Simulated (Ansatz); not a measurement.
# ClFH₃OSi₂ radical: an energy map over bond length Si2–Cl3 and bond length Si2–O4

Aim: map the energy of ClFH₃OSi₂, SMILES F[Si](Cl)O[SiH3], spin multiplicity 2 over two coordinates, and find its wells, ridges and stiffness.

The runs use Ansatz 0.2.0; UKS PBE0-D4/def2-SVP.

**1. The starting structure**

SMILES `F[Si](Cl)O[SiH3]`, 8 atoms, charge 0, spin multiplicity 2.

Atoms are counted from 1 here; the program's logs count them from 0.

Bond lengths: F1–Si2 1.641 Å, Si2–Cl3 2.082 Å, Si2–O4 1.655 Å, O4–Si5 1.693 Å, Si5–H6 1.503 Å, Si5–H7 1.502 Å, Si5–H8 1.498 Å. Angles: F1–Si2–Cl3 108.2°, F1–Si2–O4 107.8°, Cl3–Si2–O4 109.0°, Si2–O4–Si5 140.2°, O4–Si5–H6 110.1°, O4–Si5–H7 109.6°, O4–Si5–H8 107.1°, H6–Si5–H7 109.7°, H6–Si5–H8 110.0°, H7–Si5–H8 110.3°.

Geometry (Å):

```xyz
8

F    -1.0231    1.0671   -1.8148
Si   -1.3161   -0.4205   -1.1862
Cl   -0.8881   -1.8393   -2.6482
O    -0.2909   -0.6387    0.0942
Si    0.6902    0.2576    1.1434
H    -0.0521    1.4685    1.6349
H     1.9381    0.6849    0.4255
H     1.0341   -0.6366    2.2954
```

This geometry comes from a loose relaxation at PBE in a small basis, which is not shown.

**3. Plan of the scan**

First coordinate, bond length Si2–Cl3: 9 values from 1.774 to 2.888 Å. Second coordinate, bond length Si2–O4: 9 values from 1.339 to 2.449 Å.

Nothing else is relaxed (all other coordinates rigid). Energies count from the relaxed molecule at the same level. Points are written as (first, second).

(The set-up runs are not shown.)

**4. Point (2.470 Å, 2.033 Å)**

Contents of input.yaml:

```yaml
crystal:
  periodic: [false, false, false]
  atoms:
    - { symbol: F, position_ang: [-1.141162, 1.04495, -1.837549] }
    - { symbol: Si, position_ang: [-1.337553, -0.43437, -1.199917] }
    - { symbol: Cl, position_ang: [-0.556206, -2.075733, -2.872138] }
    - { symbol: O, position_ang: [-0.186211, -0.553188, 0.471425] }
    - { symbol: Si, position_ang: [0.90818, 0.229254, 1.468447] }
    - { symbol: H, position_ang: [0.293568, 1.477794, 2.003048] }
    - { symbol: H, position_ang: [2.138489, 0.563433, 0.696008] }
    - { symbol: H, position_ang: [1.235888, -0.697013, 2.58506] }
magnetization:
  spin_polarized: true
  initial_magnetization: 1
basis:
  gaussian: { orbitals: def2-SVP }
hamiltonian:
  xc: pbe0
  dispersion: d4
output:
  forces: true
```

The run is started by

```sh
ansatz run input.yaml --threads 1 --pin off --max-ram 2560MiB --backend cpu --events-out ev --progress --plain --runs-dir out
```

Further runs follow: the other points that were computed.

Before running it: what results should come out? Wanted: lowest point; highest computed point; ⟨S²⟩.

As calculated:

```
               quantity                                                                                  value
           lowest point                                                         (2.052 Å, 1.616 Å), 0.6 kJ/mol
 highest computed point                                        (2.888 Å, 2.449 Å), 474 kJ/mol above the lowest
              ⟨S²⟩ (ħ²)  0.751 at (1.774 Å, 1.339 Å) to 0.787 at (2.888 Å, 2.449 Å); 0.752 at the lowest point
time for the whole task                                                        18 min on 1 thread, shared host
```

The lowest computed point is at (2.052 Å, 1.616 Å), 0.6 kJ/mol from the relaxed molecule at the same level. No other kind of well shows on this grid. The highest computed point, (2.888 Å, 2.449 Å), lies 474 kJ/mol above the lowest. Round the minimum the two coordinates are nearly uncoupled.
